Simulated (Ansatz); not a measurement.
# CH8N3OV: basis-set convergence

The task here is to estimate one member of a computed series from the others.

The runs use Ansatz 0.2.0, Gaussian basis; one geometry, several basis sets.

Levels to be run: PBE0-D4/def2-SVP; ωB97M-V/def2-SVP; PBE0-D4/def2-QZVPP; ωB97M-V/def2-QZVPP; the functionals' def2-TZVPP values are taken from earlier runs.

## The relaxed structure

An earlier PBE0-D4 in a triple-zeta def2 set relaxation fixed the geometry.

14 atoms, charge 0, spin multiplicity 1.

Atoms are counted from 1 here; the program's logs count them from 0.

Bond lengths: C1–O2 1.391 Å, C1–H7 1.096 Å, C1–H8 1.095 Å, C1–H9 1.096 Å, O2–V3 1.760 Å, V3–N4 1.611 Å, V3–N5 1.842 Å, V3–N6 1.842 Å, N4–H10 1.011 Å, N5–H11 1.006 Å, N5–H12 1.010 Å, N6–H13 1.011 Å, N6–H14 1.006 Å. Angles: O2–C1–H7 110.5°, O2–C1–H8 111.4°, O2–C1–H9 109.6°, H7–C1–H8 108.5°, H7–C1–H9 108.4°, H8–C1–H9 108.5°, C1–O2–V3 140.7°, O2–V3–N4 113.8°, O2–V3–N5 108.6°, O2–V3–N6 109.5°, N4–V3–N5 105.3°, N4–V3–N6 106.0°, N5–V3–N6 113.7°, V3–N4–H10 170.6°, V3–N5–H11 125.9°, V3–N5–H12 122.3°, H11–N5–H12 111.5°, V3–N6–H13 122.2° and more.

Geometry (Å):

```xyz
14
CH8N3OV
C    -0.5569    0.2287    2.3025
O    -0.1329   -0.3914    1.1322
V     0.1947   -0.0297   -0.5593
N     0.3436    1.5437   -0.8703
N    -1.2398   -0.5928   -1.5688
N     1.7950   -0.7972   -1.0523
H    -1.6497    0.1902    2.3829
H    -0.2438    1.2779    2.3340
H    -0.1286   -0.2879    3.1685
H     0.3923    2.5525   -0.9072
H    -1.7141   -0.0524   -2.2727
H    -1.5777   -1.5448   -1.5435
H     1.9601   -1.7915   -0.9789
H     2.5450   -0.3346   -1.5382
```

The first run:

Contents of in.yaml:

```yaml
crystal:
  periodic: [false, false, false]
  atoms:
    - {symbol: C, position_ang: [-0.556936, 0.228720, 2.302487]}
    - {symbol: O, position_ang: [-0.132891, -0.391379, 1.132220]}
    - {symbol: V, position_ang: [0.194708, -0.029725, -0.559264]}
    - {symbol: N, position_ang: [0.343553, 1.543724, -0.870340]}
    - {symbol: N, position_ang: [-1.239835, -0.592816, -1.568763]}
    - {symbol: N, position_ang: [1.795013, -0.797234, -1.052303]}
    - {symbol: H, position_ang: [-1.649722, 0.190187, 2.382860]}
    - {symbol: H, position_ang: [-0.243795, 1.277930, 2.333963]}
    - {symbol: H, position_ang: [-0.128644, -0.287870, 3.168472]}
    - {symbol: H, position_ang: [0.392286, 2.552540, -0.907166]}
    - {symbol: H, position_ang: [-1.714128, -0.052372, -2.272669]}
    - {symbol: H, position_ang: [-1.577736, -1.544770, -1.543460]}
    - {symbol: H, position_ang: [1.960114, -1.791524, -0.978903]}
    - {symbol: H, position_ang: [2.545013, -0.334611, -1.538234]}
basis:
  gaussian: {orbitals: def2-SVP}
hamiltonian: {xc: pbe0, dispersion: d4}
output: {orbitals: {seedname: orbitals}}
```

Command:

```console
$ ansatz run in.yaml --threads 4 --pin off --events-out ev --progress --plain --max-ram 11315MiB
```

Steps of the session up to this table: PBE0-D4 in def2-SVP; ωB97M-V in def2-SVP; PBE0-D4 in def2-QZVPP; ωB97M-V in def2-QZVPP.

One of the session's tables, all rows but one given; the rest of the session is left out.

It belongs to the step «Functionals by basis». 

```
functional       basis  HOMO (eV)
   PBE0-D4    def2-SVP      -6.22
   PBE0-D4  def2-TZVPP      -6.54
   PBE0-D4  def2-QZVPP      -6.59
   ωB97M-V    def2-SVP      -8.46
   ωB97M-V  def2-TZVPP          ?
   ωB97M-V  def2-QZVPP      -8.85
```

Q: Estimate the row for ωB97M-V, def2-TZVPP from the others.

As computed: HOMO (eV): -8.80. In the column «HOMO (eV)» it lies between ωB97M-V, def2-QZVPP (-8.85) and ωB97M-V, def2-SVP (-8.46).
